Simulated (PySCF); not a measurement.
# C7H5FO (3-formyl-1-fluorobenzene): the cost of one run

The runs use PySCF 2.14.0, with density-fitted response routines of our own; the level of theory stands in each step. All values are computed, except where a source is named. Atoms count from 0, in the outputs and in this text.

### Step 1. The molecule as given

14 atoms, charge 0, multiplicity 1; geometry from: GFN2-xTB. The atoms were then displaced at random by about 0.01 Å, so the start is not that level's minimum.

Bonds of the start (Å): O0–C1 1.24, C1–C2 1.49, C2–C3 1.37, C3–C4 1.42, C4–C5 1.39, C5–C6 1.38, C6–F7 1.35, C6–C8 1.37, C8–C2 1.38, C1–H9 1.10, C3–H10 1.06, C4–H11 1.08, C5–H12 1.10, C8–H13 1.08.

### Step 2. Optimising the geometry at PBE0-D3(BJ)/def2-TZVP

The job: settings as JSON, then the geometry in Å.

```
{"job": {"xc": "PBE0", "basis": "def2-TZVP", "d3": "d3bj", "grid": 2, "shake": 0.01, "kind": "geom"}, "charge": 0, "multiplicity": 1}
O      3.164690    -0.524340     0.347640
C      2.329150     0.266870    -0.104520
C      0.855260     0.094570    -0.046110
C      0.370270    -1.029780     0.577580
C     -1.034940    -1.212120     0.638630
C     -1.886080    -0.252680     0.099860
C     -1.325090     0.856510    -0.509450
F     -2.145990     1.784710    -1.046510
C      0.027290     1.061040    -0.571300
H      2.646790     1.200350    -0.603140
H      1.007330    -1.761390     1.009190
H     -1.439000    -2.078710     1.135260
H     -2.982390    -0.359300     0.132850
H      0.405560     1.939190    -1.067740
```

Run with:

```
$ OMP_NUM_THREADS=2 python probes_run.py task.json out
```

The driver reads the jobs from task.json and runs them one after another.

**Question.** How long does this first job take on 2 threads of Intel Xeon at 2.50GHz, shared host, and how much memory does it need?

About 19 min, with a peak of 1.9 GiB.
